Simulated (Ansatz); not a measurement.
# ScGePd: properties at the relaxed cell

One table from this session's results is given with a row withheld; the runs are named, their logs left out.

Method: DFT PBEsol, scalar-relativistic, plane waves, PAW, in Ansatz 0.2.0.

1 further run of the same task is left out (set aside as unsound or not needed). Runs told in other sessions of the task aren't counted.

**The structure to begin with**

Symmetry: P-62m, No. 189, hexagonal system. Conventional cell: a = 6.652 Å, b = 6.652 Å, c = 3.921 Å, α = 90.00°, β = 90.00°, γ = 120.00°. Sc (site symmetry m2m) has 5 Ge at 2.79 to 2.82 Å and 6 Pd at 2.94 to 3.14 Å in its first shell of neighbours. Ge (site symmetry -6) has 3 Pd at 2.55 Å and 6 Sc at 2.79 Å in its first shell of neighbours. Ge (site symmetry -62m) has 6 Pd at 2.56 Å and 3 Sc at 2.82 Å in its first shell of neighbours. Around Pd (site symmetry m2m) lie 4 Ge at 2.55 to 2.56 Å and 2 Pd at 2.86 Å.

Structure file:

```xyz
9
Lattice="6.6520 0.0000 0.0000 -3.3260 5.7608 0.0000 0.0000 0.0000 3.9210" Properties=species:S:1:pos:R:3 pbc="T T T"
Sc   -1.9181    3.3222    0.0000
Sc    1.4079    2.4386    0.0000
Sc    3.8361    0.0000    0.0000
Ge    0.0000    3.8405    1.9605
Ge    3.3260    1.9203    1.9605
Ge    0.0000    0.0000    0.0000
Pd   -0.8253    1.4294    1.9605
Pd    2.5007    4.3313    1.9605
Pd    1.6506    0.0000    1.9605
```

It goes back to an entry of the Materials Project, which need not be the stable form.

It is the result of an earlier relaxation at this level (volume 16.70 Å³/atom; gap on the mesh: none (metal)).

The first run:

File input.yaml:

```yaml
crystal:
  lattice:
    - [6.5847575253, 0.0, 0.0]
    - [-3.2923787626, 5.7025672946, 0.0]
    - [0.0, 0.0, 3.8814342508]
  atoms:
    - { symbol: Sc, position: [0.0, 0.5766943254, 0.0] }
    - { symbol: Sc, position: [0.4233056746, 0.4233056746, 0.0] }
    - { symbol: Sc, position: [0.5766943254, 0.0, 0.0] }
    - { symbol: Ge, position: [0.3333333333, 0.6666666667, 0.5] }
    - { symbol: Ge, position: [0.6666666667, 0.3333333333, 0.5] }
    - { symbol: Ge, position: [0.0, 0.0, 0.0] }
    - { symbol: Pd, position: [0.0, 0.2481327333, 0.5] }
    - { symbol: Pd, position: [0.7518672667, 0.7518672667, 0.5] }
    - { symbol: Pd, position: [0.2481327333, 0.0, 0.5] }
basis:
  ecutwfc: 420
kpoints:
  mp_grid: { grid: [6, 6, 10] }
hamiltonian:
  xc: pbesol
scf:
  occupations: { method: gaussian, width: 0.1 }
output:
  forces: true
  stress: true
  eigenvalues: true
relax:
  adjacent_minimum: "off"
  f_tol: 0.01
  max_steps: 30
  cell: { stress_tol: 0.1, fix: [volume] }
```

Started as:

```
$ ansatz run input.yaml --threads 2 --pin off --max-ram 5120MiB --backend cpu --events-out ev --progress --plain --runs-dir out
```

Among the steps run: The cell scaled to 0.97 of its volume; Point at V/V0 = 1.03; Volume × 0.94; Point at V/V0 = 1.06; Point at V/V0 = 0.91; Point at V/V0 = 1.10; Volume × 0.88.

One of the session's tables, all rows but one given; the rest of the session is left out.

It belongs to the step «Energy against volume». 

```
volume (Å³/atom)  energy above the lowest point (meV/atom)  pressure (GPa)
          14.692                                     129.0           23.25
          15.193                                      68.2           15.90
          15.693                                         ?               ?
          16.194                                       6.7            4.44
          16.695                                       0.0            0.01
          17.196                                       6.0           -3.74
          17.697                                      22.9           -6.90
          18.365                                      59.1          -10.35
```

**Question.** Estimate the row for volume (Å³/atom) = 15.693.

Worked estimate for «energy above the lowest point (meV/atom)». A straight line through the neighbours (15.193, 68.2) and (16.194, 6.7) gives 68.2 + (6.7 − 68.2) × (15.693 − 15.193) / (16.194 − 15.193) = 37.5; a parabola fitted to 4 rows on both sides gives 28.5.

The run gave: energy above the lowest point (meV/atom): 28.5; pressure (GPa): 9.69. In «energy above the lowest point (meV/atom)» the line misses by +9.0 and the parabola by 0.0.
